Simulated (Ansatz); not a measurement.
# C2H4AlBr: small, medium and large basis sets

How large a basis does C2H4AlBr need? Two functionals are run in growing sets.

Computed with Ansatz 0.2.0, Gaussian basis. Level: one geometry, several basis sets.

The runs, in order: PBE0-D4/def2-SVP; ωB97M-V/def2-SVP; PBE0-D4/def2-QZVPP; ωB97M-V/def2-QZVPP; the functionals' def2-TZVPP values are taken from earlier runs.

## Step 1: Structure used throughout

An earlier PBE0-D4 in a triple-zeta def2 set relaxation fixed the geometry.

8 atoms, charge 0, spin multiplicity 1.

Atoms are counted from 1 here; the program's logs count them from 0.

Bond lengths: Br1–C2 2.066 Å, Br1–Al4 2.533 Å, C2–C3 1.535 Å, C2–Al4 1.897 Å, C2–H5 1.085 Å, C3–Al4 1.932 Å, C3–H6 1.090 Å, C3–H7 1.096 Å, Al4–H8 1.568 Å. Angles: C2–Br1–Al4 47.4°, Br1–C2–C3 103.3°, Br1–C2–Al4 79.3°, Br1–C2–H5 105.5°, C3–C2–Al4 67.6°, C3–C2–H5 124.8°, Al4–C2–H5 163.7°, C2–C3–Al4 65.2°, C2–C3–H6 119.7°, C2–C3–H7 107.9°, Al4–C3–H6 130.8°, Al4–C3–H7 113.0°, H6–C3–H7 110.8°, Br1–Al4–C2 53.3°, Br1–Al4–C3 77.8°, Br1–Al4–H8 122.9°, C2–Al4–C3 47.3°, C2–Al4–H8 149.8° and more.

## Step 2: PBE0-D4 in def2-SVP

in.yaml reads:

```yaml
crystal:
  periodic: [false, false, false]
  atoms:
    - {symbol: Br, position_ang: [-2.017785, 0.639409, -0.042113]}
    - {symbol: C, position_ang: [-0.105000, 0.387131, -0.781240]}
    - {symbol: C, position_ang: [0.763255, 0.362884, 0.484964]}
    - {symbol: Al, position_ang: [-0.314005, -1.217645, 0.209421]}
    - {symbol: H, position_ang: [-0.006994, 1.109615, -1.584680]}
    - {symbol: H, position_ang: [0.675327, 1.166099, 1.216115]}
    - {symbol: H, position_ang: [1.805933, 0.229457, 0.175905]}
    - {symbol: H, position_ang: [-0.708532, -2.733951, 0.265728]}
basis:
  gaussian: {orbitals: def2-SVP}
hamiltonian: {xc: pbe0, dispersion: d4}
output: {orbitals: {seedname: orbitals}}
```

Launch:

```console
> ansatz run in.yaml --threads 2 --pin off --events-out ev --progress --plain --max-ram 4352MiB
```

Log:

```text
Functional definition: PBE0
  name "PBE0"
  cite "Adamo & Barone, J. Chem. Phys. 110, 6158 (1999) doi:10.1063/1.478522"
  cite "Perdew, Burke & Ernzerhof, Phys. Rev. Lett. 77, 3865 (1996) doi:10.1103/PhysRevLett.77.3865"
  parent pbe
  parameter a = 0.25
  parameter kappa = 0.804
  parameter beta = 0.06672455060314922
  exchange = (1 - a)*pbe_x(kappa = kappa, mu = beta*pi^2/3) + a*exact_x
  correlation = pbe_c(beta = beta)
965 factors; integrals over basis functions are off by at most 1.3e-3 eV
mean field evaluation 1: about -78746.3494 eV, gradient 5.5e1 eV
mean field evaluation 2: about -78727.4544 eV, gradient 9.3e1 eV
mean field evaluation 4: about -78754.5078 eV, gradient 4.3e0 eV
mean field evaluation 8: about -78754.7024 eV, gradient 1.9e-1 eV
mean field evaluation 16: about -78754.7025 eV, gradient 4.8e-5 eV
mean field -78754.70248772 eV, -2894.1819345690 hartree, gradient 4.8e-5 eV, S^2 0.000000; 0 other end points of the search recorded, 0 dependent functions left out
reference -78754.70251525 eV, -2894.1819355809 hartree; 32, 32 occupied and 66, 66 virtual orbitals, 965 factors
Total energy: -78754.85671317 eV, -2894.1876022500 hartree
```

Wall time 1.6 s (2 threads of Arm Neoverse V2, shared host).

## Step 3: ωB97M-V in def2-SVP

in.yaml: that of step 2 with these lines changed.

```diff
@@ -13,3 +13,3 @@
   gaussian: {orbitals: def2-SVP}
-hamiltonian: {xc: pbe0, dispersion: d4}
+hamiltonian: {xc: {name: wB97M-V}}
 output: {orbitals: {seedname: orbitals}}
```

Same command.

Log (excerpt; [...] marks lines left out):

```text
Functional definition: wB97M-V
  name "wB97M-V"
  cite "Mardirossian & Head-Gordon, J. Chem. Phys. 144, 214110 (2016) doi:10.1063/1.4952647"
  cite "Becke, J. Chem. Phys. 107, 8554 (1997) doi:10.1063/1.475007"
  cite "Vydrov & Van Voorhis, J. Chem. Phys. 133, 244103 (2010) doi:10.1063/1.3521275"
  # Of w^i u^j: cxij and so on, Table III.
[...]
  gx(w, u) = 1 - cx + cx01*u + cx10*w
  gss(w, u) = css00 + css04*u^4 + css10*w + css20*w^2 + css43*w^4*u^3
  gos(w, u) = cos00 + cos10*w + (cos20 + cos21*u)*w^2 + (cos60 + cos61*u)*w^6
[...]
      + integral(e_c_pw_mod_opposite_spin*gos(b97_w_opposite, b97_u_opposite)) + vv10(b, c)
965 factors; integrals over basis functions are off by at most 1.3e-3 eV
253 factors; integrals over basis functions are off by at most 7.2e-6 eV
[...]
mean field -78763.03071399 eV, -2894.4879912393 hartree, gradient 7.5e-5 eV, S^2 0.000000; 0 other end points of the search recorded, 0 dependent functions left out
reference -78763.03075693 eV, -2894.4879928175 hartree; 32, 32 occupied and 66, 66 virtual orbitals, 965 factors
Total energy: -78763.03075693 eV, -2894.4879928175 hartree
```

It took 7.5 s on 2 threads of Arm Neoverse V2, shared host.

## Step 4: PBE0-D4 in def2-QZVPP

in.yaml: that of step 3 with these lines changed.

```diff
@@ -12,4 +12,4 @@
 basis:
-  gaussian: {orbitals: def2-SVP}
-hamiltonian: {xc: {name: wB97M-V}}
+  gaussian: {orbitals: "def2-QZVPP.json"}
+hamiltonian: {xc: pbe0, dispersion: d4}
 output: {orbitals: {seedname: orbitals}}
```

Launched as before.

Log:

```text
Functional definition: PBE0
  name "PBE0"
  cite "Adamo & Barone, J. Chem. Phys. 110, 6158 (1999) doi:10.1063/1.478522"
  cite "Perdew, Burke & Ernzerhof, Phys. Rev. Lett. 77, 3865 (1996) doi:10.1103/PhysRevLett.77.3865"
  parent pbe
  parameter a = 0.25
  parameter kappa = 0.804
  parameter beta = 0.06672455060314922
  exchange = (1 - a)*pbe_x(kappa = kappa, mu = beta*pi^2/3) + a*exact_x
  correlation = pbe_c(beta = beta)
1550 factors; their error is unknown
mean field evaluation 1: about -78756.1088 eV, gradient 7.4e1 eV
mean field evaluation 2: about -78712.0419 eV, gradient 1.4e2 eV
mean field evaluation 4: about -78769.3734 eV, gradient 7.2e0 eV
mean field evaluation 8: about -78769.4772 eV, gradient 2.0e-1 eV
mean field evaluation 16: about -78769.6613 eV, gradient 1.6e-4 eV
mean field -78769.66128041 eV, -2894.7316600610 hartree, gradient 3.4e-5 eV, S^2 0.000000; 0 other end points of the search recorded, 0 dependent functions left out
reference -78769.66131897 eV, -2894.7316614781 hartree; 32, 32 occupied and 361, 361 virtual orbitals, 1550 factors
Total energy: -78769.81551689 eV, -2894.7373281472 hartree
```

Run time: 12 s. Hardware: 2 threads of Arm Neoverse V2, shared host; peak memory 1.2 GiB.

## Step 5: ωB97M-V in def2-QZVPP

in.yaml: that of step 4 with these lines changed.

```diff
@@ -13,3 +13,3 @@
   gaussian: {orbitals: "def2-QZVPP.json"}
-hamiltonian: {xc: pbe0, dispersion: d4}
+hamiltonian: {xc: {name: wB97M-V}}
 output: {orbitals: {seedname: orbitals}}
```

Same command.

Log (excerpt; [...] marks lines left out):

```text
Functional definition: wB97M-V
  name "wB97M-V"
  cite "Mardirossian & Head-Gordon, J. Chem. Phys. 144, 214110 (2016) doi:10.1063/1.4952647"
  cite "Becke, J. Chem. Phys. 107, 8554 (1997) doi:10.1063/1.475007"
  cite "Vydrov & Van Voorhis, J. Chem. Phys. 133, 244103 (2010) doi:10.1063/1.3521275"
  # Of w^i u^j: cxij and so on, Table III.
[...]
  gx(w, u) = 1 - cx + cx01*u + cx10*w
  gss(w, u) = css00 + css04*u^4 + css10*w + css20*w^2 + css43*w^4*u^3
  gos(w, u) = cos00 + cos10*w + (cos20 + cos21*u)*w^2 + (cos60 + cos61*u)*w^6
[...]
      + integral(e_c_pw_mod_opposite_spin*gos(b97_w_opposite, b97_u_opposite)) + vv10(b, c)
1476 factors; their error is unknown
322 factors; integrals over basis functions are off by at most 1.3e-5 eV
[...]
mean field -78777.99206655 eV, -2895.0378108047 hartree, gradient 8.3e-5 eV, S^2 0.000000; 0 other end points of the search recorded, 0 dependent functions left out
reference -78777.99212910 eV, -2895.0378131035 hartree; 32, 32 occupied and 361, 361 virtual orbitals, 1476 factors
Total energy: -78777.99212910 eV, -2895.0378131035 hartree
```

Run time: 29 s. Hardware: 2 threads of Arm Neoverse V2, shared host; peak memory 1.5 GiB.

## Step 6: Functionals by basis

The def2-TZVPP values come from earlier runs at the same geometry.

```
functional       basis  functions  energy (eV)  from the largest (eV)  HOMO (eV)  LUMO (eV)
   PBE0-D4    def2-SVP         98  -78754.8567                 14.959      -6.26      -0.73
   PBE0-D4  def2-TZVPP        208  -78768.0613                  1.754      -6.31      -0.90
   PBE0-D4  def2-QZVPP        393  -78769.8155                  0.000      -6.32      -0.95
   ωB97M-V    def2-SVP         98  -78763.0308                 14.961      -8.41       1.28
   ωB97M-V  def2-TZVPP        208  -78776.2987                  1.693      -8.48       0.99
   ωB97M-V  def2-QZVPP        393  -78777.9921                  0.000      -8.49       0.65
```

## Step 7: What came out

| quantity | value |
| --- | --- |
| PBE0-D4: double and triple zeta above quadruple | 14.96, 1.75 eV |
| ωB97M-V: double and triple zeta above quadruple | 14.96, 1.69 eV |

PBE0-D4 gains 13.20 eV from double to triple zeta, then 1.75 eV more. These are total energies; as a rule much of such shifts cancels in differences, which this series doesn't test. The LUMO of ωB97M-V is positive and keeps falling with the basis (1.28 to 0.65 eV): an unbound level that the basis holds in place.

For PBE0-D4 the largest set took about 7 times as long as the smallest (12 s against 1.6 s).
